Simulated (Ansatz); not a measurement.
# FH7N2Si2: the cost of one run

The runs use Ansatz 0.2.0, Gaussian basis; the settings change from run to run.

## (1) The molecule

An earlier PBE0-D4 in a triple-zeta def2 set relaxation fixed the geometry.

SMILES `N[Si](N)(F)[SiH3]`, 12 atoms, charge 0, spin multiplicity 1.

Atoms are counted from 1 here; the program's logs count them from 0.

Bond lengths: N1–Si2 1.706 Å, N1–H6 1.006 Å, N1–H7 1.007 Å, Si2–N3 1.697 Å, Si2–F4 1.609 Å, Si2–Si5 2.345 Å, N3–H8 1.008 Å, N3–H9 1.006 Å, Si5–H10 1.490 Å, Si5–H11 1.488 Å, Si5–H12 1.491 Å. Angles: Si2–N1–H6 120.8°, Si2–N1–H7 120.4°, H6–N1–H7 112.0°, N1–Si2–N3 106.8°, N1–Si2–F4 103.3°, N1–Si2–Si5 118.2°, N3–Si2–F4 115.7°, N3–Si2–Si5 107.8°, F4–Si2–Si5 105.4°, Si2–N3–H8 121.1°, Si2–N3–H9 121.9°, H8–N3–H9 112.3°, Si2–Si5–H10 110.2°, Si2–Si5–H11 110.6°, Si2–Si5–H12 111.8°, H10–Si5–H11 108.1°, H10–Si5–H12 107.8°, H11–Si5–H12 108.2°.

## (2) B2GP-PLYP/6-31++G**

Options: unrestricted orbitals.

in.yaml

```yaml
crystal:
  periodic: [false, false, false]
  atoms:
    - {symbol: N, position_ang: [-1.751764, 0.730632, 0.109001]}
    - {symbol: Si, position_ang: [-0.444445, -0.364611, 0.130263]}
    - {symbol: N, position_ang: [0.094041, -0.453628, 1.737102]}
    - {symbol: F, position_ang: [-1.083569, -1.714934, -0.466855]}
    - {symbol: Si, position_ang: [1.413361, 0.098300, -1.223695]}
    - {symbol: H, position_ang: [-1.654825, 1.655753, 0.492737]}
    - {symbol: H, position_ang: [-2.430915, 0.699089, -0.633206]}
    - {symbol: H, position_ang: [-0.558661, -0.515214, 2.502753]}
    - {symbol: H, position_ang: [0.997644, -0.826363, 1.975377]}
    - {symbol: H, position_ang: [1.885976, 1.491227, -0.988103]}
    - {symbol: H, position_ang: [1.059263, -0.033086, -2.663447]}
    - {symbol: H, position_ang: [2.550693, -0.822368, -0.937927]}
basis:
  gaussian: {orbitals: "6-31++G**"}
magnetization: {spin_polarized: true, initial_magnetization: 0}
hamiltonian: {xc: {name: B2GP-PLYP}}
output: {forces: true}
```

Run with:

```sh
ansatz run in.yaml --threads 4 --pin off --events-out ev --progress --plain --max-ram 10444MiB
```

Q: Estimate wall time and peak memory on 4 threads of AMD EPYC 7B13, shared host.

About 11 s, with a peak of 0.87 GiB.
